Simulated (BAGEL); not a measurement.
# One shape, several levels: AlH2Br (SMILES [AlH2][Br])

We compute a comparison of 6 runs (HF/STO-3G, HF/3-21G, HF/def2-SVP, B3LYP/6-31G*, PBE0/def2-SVP, CIS/def2-SVP) of AlH2Br. 

Program for the calculation: BAGEL 1.2.2.

9 further runs of the same task are left out: 5 for a known fault of the program, 2 that didn't finish, 2 set aside as unsound or not needed.

## Step 1: The molecule

AlH2Br has 4 atoms, charge 0, and is taken as a singlet. As SMILES, `[AlH2][Br]`. Geometry: relaxed at PBE0-D4/def2-TZVP.

Bond lengths: Al1–Br2 2.256 Å, Al1–H3 1.576 Å, Al1–H4 1.576 Å. Angles: Br2–Al1–H3 117.6°, Br2–Al1–H4 117.6°, H3–Al1–H4 124.9°.

## Step 2: The energy at HF/STO-3G (run 1)

input.json reads:

```json
{ "bagel" : [

{
  "title" : "molecule",
  "basis" : "sto-3g",
  "df_basis" : "qzvpp-jkfit",
  "angstrom" : true,
  "geometry" : [
    { "atom" : "Al", "xyz" : [      -0.148300,      -0.064700,      -0.110300 ] },
    { "atom" : "Br", "xyz" : [       1.684900,       0.496600,       1.079700 ] },
    { "atom" : "H", "xyz" : [      -0.561600,      -1.584800,      -0.139200 ] },
    { "atom" : "H", "xyz" : [      -0.919700,       1.092700,      -0.850400 ] }
  ]
},

{
  "title" : "hf",
  "df" : false
},

{
  "title" : "print",
  "file" : "orbitals.molden",
  "orbitals" : true
}

]}
```

The run is started by

```bash
$ BAGEL_NUM_THREADS=1 BAGEL input.json > input.out
```

Log:

```text
* using 1 threads per process

  ===============================================================
  ===============================================================

  *** Geometry ***

  { "atom" : "Al", "xyz" : [     -0.280246,     -0.122265,     -0.208437 ] },
  { "atom" : "Br", "xyz" : [      3.184000,      0.938438,      2.040337 ] },
  { "atom" : "H", "xyz" : [     -1.061270,     -2.994838,     -0.263050 ] },
  { "atom" : "H", "xyz" : [     -1.737981,      2.064904,     -1.607023 ] },

  Number of auxiliary basis functions:      430

  Since a DF basis is specified, we compute 2- and 3-index integrals:
    o Being stored without compression. Storage requirement is 0.003 GB

  Number of basis functions:       29
  Number of electrons      :       50

    * METHOD: MOLECULE                             0.11

  *** RHF ***

  === Nuclear Repulsion ===
   126.8633287470

      * DIIS with orbital gradients will be used.

  === RHF iteration (sto-3g) ===
      0      -2784.84685717          0.01356672           0.05
      1      -2784.89687177          0.00216145           0.06
      2      -2784.89883222          0.00044651           0.07
      3      -2784.89893601          0.00005325           0.07
      4      -2784.89893768          0.00000804           0.05
      5      -2784.89893773          0.00000164           0.05
      6      -2784.89893773          0.00000023           0.05
      7      -2784.89893773          0.00000001           0.05
      8      -2784.89893773          0.00000000           0.05
    * SCF iteration converged.

    * Permanent dipole moment:
           (    0.851687,     0.260804,     0.552887) a.u.

    * METHOD: HF                                   0.61

    * METHOD: PRINT                                0.00

  ===============================================================
```

Wall time 1 s (1 thread of Intel Xeon Platinum 8488C (Sapphire Rapids), shared host); peak memory 0.079 GiB.

## Step 3: A single-point energy at HF/3-21G (run 2)

input.json reads:

```json
{ "bagel" : [

{
  "title" : "molecule",
  "basis" : "3-21g",
  "df_basis" : "qzvpp-jkfit",
  "angstrom" : "false",
  "geometry" : [
    { "atom" : "Al", "xyz" : [ -0.28024638, -0.12226528, -0.20843679 ] },
    { "atom" : "Br", "xyz" : [  3.18399955,  0.93843799,  2.04033730 ] },
    { "atom" : "H", "xyz" : [ -1.06127019, -2.99483796, -0.26304988 ] },
    { "atom" : "H", "xyz" : [ -1.73798112,  2.06490374, -1.60702310 ] }
  ]
},
{ "title" : "hf", "charge" : 0, "df" : "false" },
{ "title" : "print", "file" : "orbitals.molden", "orbitals" : "true" }

]}
```

The run is started by

```bash
$ BAGEL_NUM_THREADS=1 BAGEL input.json > input.out
```

Log:

```text
* using 1 threads per process

  ===============================================================
  ===============================================================

  *** Geometry ***

  { "atom" : "Al", "xyz" : [     -0.280246,     -0.122265,     -0.208437 ] },
  { "atom" : "Br", "xyz" : [      3.184000,      0.938438,      2.040337 ] },
  { "atom" : "H", "xyz" : [     -1.061270,     -2.994838,     -0.263050 ] },
  { "atom" : "H", "xyz" : [     -1.737981,      2.064904,     -1.607023 ] },

  Number of auxiliary basis functions:      430

  Since a DF basis is specified, we compute 2- and 3-index integrals:
    o Being stored without compression. Storage requirement is 0.005 GB

  Number of basis functions:       39
  Number of electrons      :       50

    * METHOD: MOLECULE                             0.11

  *** RHF ***

  === Nuclear Repulsion ===
   126.8633288183

      * DIIS with orbital gradients will be used.

  === RHF iteration (3-21g) ===
      0      -2801.50936135          0.03442500           0.05
      1      -2801.81933135          0.00541738           0.05
      2      -2801.83456488          0.00128134           0.05
      3      -2801.83544709          0.00034642           0.05
      4      -2801.83551451          0.00006210           0.05
      5      -2801.83551676          0.00001501           0.05
      6      -2801.83551691          0.00000128           0.05
      7      -2801.83551691          0.00000026           0.05
      8      -2801.83551691          0.00000004           0.05
      9      -2801.83551691          0.00000001           0.05
    * SCF iteration converged.

    * Permanent dipole moment:
           (    0.700962,     0.214654,     0.455044) a.u.

    * METHOD: HF                                   0.65

    * METHOD: PRINT                                0.00

  ===============================================================
```

It took 1.1 s on 1 thread of Intel Xeon Platinum 8488C (Sapphire Rapids), shared host; peak memory 0.079 GiB.

Runs 3 to 5 aren't shown in full; the table further down has their settings and results.

## Step 4: The vertical excitations at CIS/def2-SVP (density fitting with svp-jkfit) (run 6)

input.json reads:

```json
{ "bagel" : [

{
  "title" : "molecule",
  "basis" : "svp",
  "df_basis" : "svp-jkfit",
  "geometry" : [
    { "atom" : "Al", "xyz" : [    -0.28024638,    -0.12226528,    -0.20843679 ] },
    { "atom" : "Br", "xyz" : [     3.18399955,     0.93843799,     2.04033730 ] },
    { "atom" : "H", "xyz" : [    -1.06127019,    -2.99483796,    -0.26304988 ] },
    { "atom" : "H", "xyz" : [    -1.73798112,     2.06490374,    -1.60702310 ] }
  ]
},

{ "title" : "hf" },

{ "title" : "cis", "nstate" : 5 }

]}
```

The run is started by

```bash
$ BAGEL_NUM_THREADS=1 BAGEL input.json > input.out
```

Log:

```text
* using 1 threads per process

  ===============================================================
  ===============================================================

  *** Geometry ***

  { "atom" : "Al", "xyz" : [     -0.280246,     -0.122265,     -0.208437 ] },
  { "atom" : "Br", "xyz" : [      3.184000,      0.938438,      2.040337 ] },
  { "atom" : "H", "xyz" : [     -1.061270,     -2.994838,     -0.263050 ] },
  { "atom" : "H", "xyz" : [     -1.737981,      2.064904,     -1.607023 ] },

  Number of auxiliary basis functions:      430

  Since a DF basis is specified, we compute 2- and 3-index integrals:
    o Being stored without compression. Storage requirement is 0.012 GB

  Number of basis functions:       60
  Number of electrons      :       50

    * METHOD: MOLECULE                             0.14

  *** RHF ***

  === Nuclear Repulsion ===
   126.8633288183

      * DIIS with orbital gradients will be used.

  === RHF iteration (svp) ===
      0      -2815.13701816          0.00711797           0.05
      1      -2815.16090739          0.00285212           0.04
      2      -2815.16355132          0.00086727           0.04
      3      -2815.16384878          0.00014014           0.04
      4      -2815.16385819          0.00002284           0.04
      5      -2815.16385853          0.00000697           0.04
      6      -2815.16385856          0.00000188           0.04
      7      -2815.16385857          0.00000057           0.04
      8      -2815.16385857          0.00000008           0.04
      9      -2815.16385857          0.00000002           0.04
     10      -2815.16385857          0.00000001           0.04
    * SCF iteration converged.

    * Permanent dipole moment:
           (    0.470016,     0.143940,     0.305129) a.u.

    * METHOD: HF                                   0.62

  === CIS iteration ===

        0     0     0.24047523     0.00184877      0.06
        0     1     0.28951238     0.00180927      0.00
        0     2     0.29418665     0.00216684      0.00
        0     3     0.29516155     0.00268878      0.00
        0     4     0.32527344     0.00213002      0.00

        1     0     0.23380881     0.00019570      0.05
        1     1     0.28248734     0.00025857      0.00
        1     2     0.28260416     0.00139277      0.00
        1     3     0.28518312     0.00049753      0.00
[... 45 lines of this table left out ...]
        9 *   1     0.28083939     0.00000058      0.00
        9 *   2     0.28240684     0.00000033      0.00
        9 *   3     0.28430408     0.00000038      0.00
        9     4     0.30626742     0.00000095      0.00

    * CIS converged

    * Permanent dipole moment: Transition 0 -> 0
           (    0.000006,    -0.000012,    -0.000004) a.u.

    * Permanent dipole moment: Transition 0 -> 1
           (    0.333871,     0.102230,     0.216753) a.u.

    * Permanent dipole moment: Transition 0 -> 2
           (   -0.000024,     0.000001,     0.000036) a.u.

    * Permanent dipole moment: Transition 0 -> 3
           (    0.100310,    -0.024542,    -0.142902) a.u.

    * Permanent dipole moment: Transition 0 -> 4
           (    0.042017,    -0.314152,     0.083446) a.u.

    * METHOD: CIS                                  0.51

  ===============================================================
```

It took 1.5 s on 1 thread of Intel Xeon Platinum 8488C (Sapphire Rapids), shared host; peak memory 0.091 GiB.

The roots found:

```tsv
excited state	energy (eV)	strength
1	6.361	0.0000
2	7.642	0.0633
3	7.685	0.0000
4	7.736	0.0118
5	8.334	0.0439
```

## Step 5: The series

```tsv
run	level	integral approximation	task	energy (Eh)	dipole moment (D)	HOMO energy (eV)	LUMO energy (eV)	wall time
1	HF/STO-3G	none	energy	-2784.898938	2.66	-7.67	7.88	1 s
2	HF/3-21G	none	energy	-2801.835517	2.19	-10.84	0.81	1.1 s
3	HF/def2-SVP	none	energy	-2815.163888	1.47	-11.13	1.06	3.9 s
4	B3LYP/6-31G* (density fitting with qzvpp-jkfit, spherical functions)	qzvpp-jkfit	energy	-2817.559076	1.45	-7.95	-1.95	3.3 s
5	PBE0/def2-SVP (density fitting with qzvpp-jkfit)	qzvpp-jkfit	energy	-2817.027242	1.21	-8.19	-1.72	4.8 s
6	CIS/def2-SVP (density fitting with svp-jkfit)	svp-jkfit	excited	-2815.163859	–	–	–	1.5 s
```

## Step 6: Results

| quantity | value |
| --- | --- |
| run 6: ground-state or mean-field energy | -2815.16386 Eh |
| run 6: lowest excitation energy | 6.36 eV |

In words: Over runs 1, 2, 3, 4, 5 the dipole moment (its size) runs from 1.21 D (PBE0/def2-SVP) to 2.66 D (HF/STO-3G). The two ends differ in method and basis. Over runs 1, 2, 3, 4, 5 the HOMO–LUMO gap runs from 6.00 eV (B3LYP/6-31G*) to 15.55 eV (HF/STO-3G). Totals of different functionals can't be ranked against each other. In run 1 the basis is minimal, so the values are rough. All runs together took 16 s, the longest 4.8 s.
